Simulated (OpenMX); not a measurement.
GaGe, 2 atoms in the cell. The typed cell holds 2 atoms: a = 4.098 Å, b = 4.098 Å, c = 4.098 Å, α = 60.00°, β = 60.00°, γ = 60.00°. The cell comes from a database or a generator and needn't be the stable form of this composition. The cell isn't the ideal one: atoms moved at random, drawn with an rms of 0.05 Å.

- Program: OpenMX 3.8.5
- Task: single point
- Functional: PBE
- Potentials or basis: OpenMX 2013 PBE set, Ge7.0-s3p2d2, Ga7.0-s3p2d2, grid cutoff 100 Ry
- k mesh: 9 × 9 × 9
- Occupations: fermi-dirac, width 0.05 eV
- Spin: no spin polarisation
- Mixing scheme: rmm-diisk
- SCF threshold: 1e-08 Ha
- Solver: band
- Max SCF cycles: 100

Potentials or basis: OpenMX 2013 PBE set, Ge7.0-s3p2d2, Ga7.0-s3p2d2, grid cutoff 100 Ry.

Command:

```console
$ openmx GaGe.dat -nt 1 > GaGe.std
```

Hardware: 1 thread of Arm Neoverse V2, with other jobs on the host.

Problem. How long does it take, and how much memory?

Solution. It took 39 s on 1 thread of Arm Neoverse V2, on a shared host, peak memory 0.28 GiB. Counts: k points 365, basis 38, scf iterations 15.
